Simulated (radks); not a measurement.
**Se³⁺ in [Ar] 3d9 4s2 4p1 5s1: an all-electron calculation**

One table from this session's results is given with a row withheld; the runs are named, their logs left out.

Method: Dirac Kohn-Sham, PBEsol, spin-unpolarised, spherical densities, finite nucleus; open shells are shared between the two j in proportion to 2j + 1. Code: radks (a radial shooting solver on a logarithmic mesh, Libxc functionals) version 1.

### The atom as given

| Item | Value |
| --- | --- |
| element | selenium (Z = 34) |
| charge | +3 |
| electrons | 31 |
| configuration | [Ar] 3d9 4s2 4p1 5s1 |
| nuclear rms radius | 4.14 fm |

The outer shells:

Se³⁺
```
[Ar] core
3d [↑↓][↑↓][↑↓][↑↓][↑ ]
4s [↑↓]
4p [↑ ][  ][  ]
5s [↑ ]
```

The first run:

The run's settings:

```text
Z 34
configuration [Ar] 3d9 4s2 4p1 5s1
relativity Dirac
functional pbe_sol,pbe_sol
spin unpolarised
j_filling average
nucleus finite rms 4.14 fm
c 137.035999084
```

Steps of the session up to this table: Self-consistent calculation.

One of the session's tables, all rows but one given; the rest of the session is left out.

It belongs to the step «Shells». Radial moments (bohr):

| level | <r> | outermost maximum (interpolated) | 90 % within | nodes |
| --- | --- | --- | --- | --- |
| 1s1/2 | 0.04410 | 0.0288 | 0.0789 | 0 |
| 2s1/2 | 0.1958 | 0.165 | 0.303 | 1 |
| 2p1/2 | 0.1686 | 0.130 | 0.276 | 0 |
| 2p3/2 | 0.1724 | 0.133 | 0.281 | 0 |
| 3s1/2 | 0.5692 | 0.501 | 0.847 | 2 |
| 3p1/2 | 0.5751 | 0.492 | 0.878 | 1 |
| 3p3/2 | ? | ? | ? | ? |
| 3d3/2 | 0.6019 | 0.444 | 0.988 | 0 |
| 3d5/2 | 0.6056 | 0.447 | 0.993 | 0 |
| 4s1/2 | 1.550 | 1.39 | 2.25 | 3 |
| 4p1/2 | 1.733 | 1.52 | 2.55 | 2 |
| 4p3/2 | 1.757 | 1.55 | 2.58 | 2 |
| 5s1/2 | 3.448 | 3.29 | 4.86 | 4 |

**Question.** Estimate the row for 3p3/2.

**Answer.** <r>: 0.5852; outermost maximum (interpolated): 0.501; 90 % within: 0.893; nodes: 1. In the column «<r>» it lies between 3p1/2 (0.5751) and 3d3/2 (0.6019).
